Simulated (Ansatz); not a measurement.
# CH5ClGe: a nudged elastic band in two tries

Aim: a band of images between two relaxed ends for this system.

Method: RHF/def2-SVP, in Ansatz 0.2.0.

## (1) Starting point

Bond lengths: Ge1–H2 1.529 Å, Ge1–H3 1.529 Å, Ge1–C4 1.947 Å, C4–H5 1.090 Å, C4–H6 1.092 Å, C4–H7 1.090 Å, Ge1–Cl8 2.182 Å. Angles: H2–Ge1–H3 110.7°, H2–Ge1–C4 112.4°, H2–Ge1–Cl8 106.4°, H3–Ge1–C4 112.5°, H3–Ge1–Cl8 106.5°, C4–Ge1–Cl8 107.9°, Ge1–C4–H5 110.3°, Ge1–C4–H6 110.1°, Ge1–C4–H7 110.3°, H5–C4–H6 108.7°, H5–C4–H7 108.7°, H6–C4–H7 108.7°.

Coordinates:

```xyz
8

Ge    0.1894    0.0639    0.1644
H    -0.0396   -0.1187    1.6653
H     1.6839    0.1479   -0.1488
C    -0.8094    1.5693   -0.5624
H    -1.8744    1.4457   -0.3659
H    -0.4735    2.5000   -0.1014
H    -0.6590    1.6383   -1.6398
Cl   -0.5438   -1.7527   -0.7969
```

## (2) First try

The input, input.yaml:

```yaml
crystal:
  periodic: [false, false, false]
  atoms:
    - { symbol: Ge, position_ang: [0.189424, 0.06386, 0.164428] }
    - { symbol: H, position_ang: [-0.039581, -0.118717, 1.665328] }
    - { symbol: H, position_ang: [1.683896, 0.147933, -0.148769] }
    - { symbol: C, position_ang: [-0.809394, 1.569336, -0.562397] }
    - { symbol: H, position_ang: [-1.874356, 1.445712, -0.365891] }
    - { symbol: H, position_ang: [-0.473489, 2.500007, -0.101356] }
    - { symbol: H, position_ang: [-0.659028, 1.638309, -1.6398] }
    - { symbol: Cl, position_ang: [-0.543772, -1.752738, -0.796943] }
basis:
  gaussian: { orbitals: def2-SVP }
hamiltonian:
  xc: hf
neb:
  order_check: false
  images: 0
  f_tol: 0.05
  max_iterations: 8
  final_atoms:
    - { symbol: Ge, position_ang: [-1.47202468, -0.11734519, 0.43977925] }
    - { symbol: H, position_ang: [2.21227489, -0.03861472, 1.45607471] }
    - { symbol: H, position_ang: [2.38863433, 0.25885371, 0.79335521] }
    - { symbol: C, position_ang: [-1.11749584, 1.50983812, -0.64356382] }
    - { symbol: H, position_ang: [-1.9267523, 1.64403825, -1.36904046] }
    - { symbol: H, position_ang: [-1.05585921, 2.40019566, -0.01414295] }
    - { symbol: H, position_ang: [-0.18900219, 1.40029021, -1.21044277] }
    - { symbol: Cl, position_ang: [-1.366075, -1.56355405, -1.23741918] }
  initial_path:
    images:
      - { positions_ang: [[0.189424, 0.06386, 0.164428], [-0.039581, -0.118717, 1.665328], [1.683896, 0.147933, -0.148769], [-0.809394, 1.569336, -0.562397], [-1.874356, 1.445712, -0.365891], [-0.473489, 2.500007, -0.101356], [-0.659028, 1.638309, -1.6398], [-0.543772, -1.752738, -0.796943]] }
      - { positions_ang: [[0.15139535, 0.05118136, 0.13203006], [0.18559135, -0.09369689, 1.60702479], [1.67974521, 0.11802918, -0.01004866], [-0.83216953, 1.57517161, -0.58081301], [-1.89521244, 1.42596768, -0.47049039], [-0.55798521, 2.47772598, -0.05615729], [-0.61095029, 1.70400357, -1.6262347], [-0.64671443, -1.7646805, -0.7807108]] }
      - { positions_ang: [[0.1133667, 0.03850271, 0.09963212], [0.41076369, -0.06867678, 1.54872159], [1.67559441, 0.08812537, 0.12867167], [-0.85494507, 1.58100723, -0.59922903], [-1.91606887, 1.40622337, -0.57508978], [-0.64248141, 2.45544495, -0.01095858], [-0.56287259, 1.76969815, -1.6126694], [-0.74965686, -1.77662301, -0.76447859]] }
      - { positions_ang: [[0.07533805, 0.02582407, 0.06723417], [0.63593604, -0.04365667, 1.49041838], [1.67144362, 0.05822155, 0.26739201], [-0.8777206, 1.58684284, -0.61764504], [-1.93692531, 1.38647905, -0.67968917], [-0.72697762, 2.43316393, 0.03424013], [-0.51479488, 1.83539272, -1.5991041], [-0.85259929, -1.78856551, -0.74824639]] }
      - { positions_ang: [[0.0373094, 0.01314543, 0.03483623], [0.86110839, -0.01863656, 1.43211517], [1.66729283, 0.02831774, 0.40611234], [-0.90049614, 1.59267846, -0.63606105], [-1.95778175, 1.36673474, -0.78428856], [-0.81147382, 2.41088291, 0.07943885], [-0.46671718, 1.9010873, -1.5855388], [-0.95554173, -1.80050801, -0.73201418]] }
      - { positions_ang: [[-0.00071925, 0.00046678, 0.00243829], [1.08628073, 0.00638355, 1.37381197], [1.66314203, -0.00158608, 0.54483268], [-0.92327167, 1.59851407, -0.65447707], [-1.97863819, 1.34699042, -0.88888795], [-0.89597003, 2.38860189, 0.12463756], [-0.41863947, 1.96678187, -1.57197349], [-1.05848416, -1.81245052, -0.71578198]] }
      - { positions_ang: [[-0.29498034, -0.02309561, 0.08990648], [1.31147956, -0.0026161, 1.39026452], [1.80824049, 0.05050188, 0.59453718], [-0.96211651, 1.58077888, -0.65229442], [-1.96826101, 1.40639999, -0.98491845], [-0.92794786, 2.39092064, 0.09688146], [-0.37271202, 1.85348354, -1.49966735], [-1.12000233, -1.76267122, -0.82010942]] }
      - { positions_ang: [[-0.58924142, -0.04665801, 0.17737467], [1.5366784, -0.01161575, 1.40671706], [1.95333895, 0.10258984, 0.64424169], [-1.00096134, 1.56304369, -0.65011177], [-1.95788383, 1.46580956, -1.08094895], [-0.9599257, 2.3932394, 0.06912536], [-0.32678456, 1.74018521, -1.4273612], [-1.1815205, -1.71289193, -0.92443686]] }
      - { positions_ang: [[-0.88350251, -0.0702204, 0.26484286], [1.76187723, -0.02061541, 1.42316961], [2.09843741, 0.1546778, 0.6939462], [-1.03980617, 1.5453085, -0.64792912], [-1.94750665, 1.52521912, -1.17697945], [-0.99190354, 2.39555815, 0.04136925], [-0.2808571, 1.62688688, -1.35505506], [-1.24303866, -1.66311264, -1.0287643]] }
      - { positions_ang: [[-1.17776359, -0.0937828, 0.35231105], [1.98707606, -0.02961506, 1.43962216], [2.24353587, 0.20676576, 0.74365071], [-1.07865101, 1.52757331, -0.64574647], [-1.93712948, 1.58462869, -1.27300995], [-1.02388138, 2.39787691, 0.01361315], [-0.23492965, 1.51358854, -1.28274891], [-1.30455683, -1.61333335, -1.13309174]] }
      - { positions_ang: [[-1.47202468, -0.11734519, 0.43977925], [2.21227489, -0.03861472, 1.45607471], [2.38863433, 0.25885371, 0.79335521], [-1.11749584, 1.50983812, -0.64356382], [-1.9267523, 1.64403825, -1.36904046], [-1.05585921, 2.40019566, -0.01414295], [-0.18900219, 1.40029021, -1.21044277], [-1.366075, -1.56355405, -1.23741918]] }
```

On the command line:

```
ansatz run input.yaml --threads 1 --pin off --max-ram 2048MiB --backend cpu --events-out ev --progress --plain --runs-dir out
```

Before running it: what results should come out? Wanted: first try.

**Answer**, as computed:

| quantity | value |
| --- | --- |
| first try | refused |
| cause | the band is given no inner image |

**Reading.** The fault in the first input was caught at the input check and cost nothing.
